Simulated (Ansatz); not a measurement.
CH3AsS, SMILES S=C[AsH2], an active-space calculation

Computed with the Python package of Ansatz (0.2.0).

Interactive session:
```pycon
>>> import ansatz as az
>>> GEOMETRY = """
... S    -0.55240   -1.67230    1.12910
... C    -0.14290   -0.84860    0.00750
... As    0.77990    0.82100    0.30850
... H    -0.24040   -1.17760   -1.00910
... H     0.70130    1.23070   -1.19780
... H    -0.50350    1.58280    0.71560
... """
>>> system = az.Crystal.molecule()
>>> for line in GEOMETRY.strip().splitlines():
...     symbol, *xyz = line.split()
...     system = system.atom(symbol, [float(v) for v in xyz])
...
>>> base = (
...     system.calculation()
...     .basis(gaussian="def2-SVP")  # atom-centred Gaussian functions
...     .correlation(active_electrons=4, active_orbitals=4)
... )
>>> for method in [None, "sc_nevpt2"]:
...     r = (base if method is None else base.correlation(method)).run(threads=1, backend="cpu").report
...     space = r["configurations"]
...     state = space["states"][0]
...     print(method or "casscf", f"total {r['free_energy_ev'] / 27.211386246:.6f} Ha, active-space state {state['energy']['hartree']:.6f} Ha, mean field {r['reference_energy_ev'] / 27.211386246:.6f} Ha")
...     print("  determinants", state["n_determinants"], " natural occupations", [round(n, 3) for n in space["natural_occupations"]])
...
casscf total -2670.874575 Ha, active-space state -2670.874575 Ha, mean field -2670.830455 Ha
  determinants 36  natural occupations [1.984, 1.943, 0.058, 0.016]
RunWarning: the results are in doubt because another end's mean lies 0.060 eV lower, and its corrected mean 0.122 eV higher
sc_nevpt2 total -2671.320997 Ha, active-space state -2670.872342 Ha, mean field -2670.830455 Ha
  determinants 36  natural occupations [1.975, 1.936, 0.064, 0.025]
```

Total energies depend on the basis set; only differences at equal settings carry meaning. Warnings are shown shortened and without file and line. The geometry is a force-field or estimated start, not a minimum of this method, and the basis set is short of its limit. The active space starts as a window about the frontier orbitals and is then optimised, not chosen by chemistry. A lower CASSCF solution was found and passed over, so the printed active-space state isn't the lowest. Hardware and time: 20 s on 1 thread of Arm Neoverse V1, on a shared host, peak memory 0.23 GiB.

(Lines on the test bed's own set-up are left out of the output.)
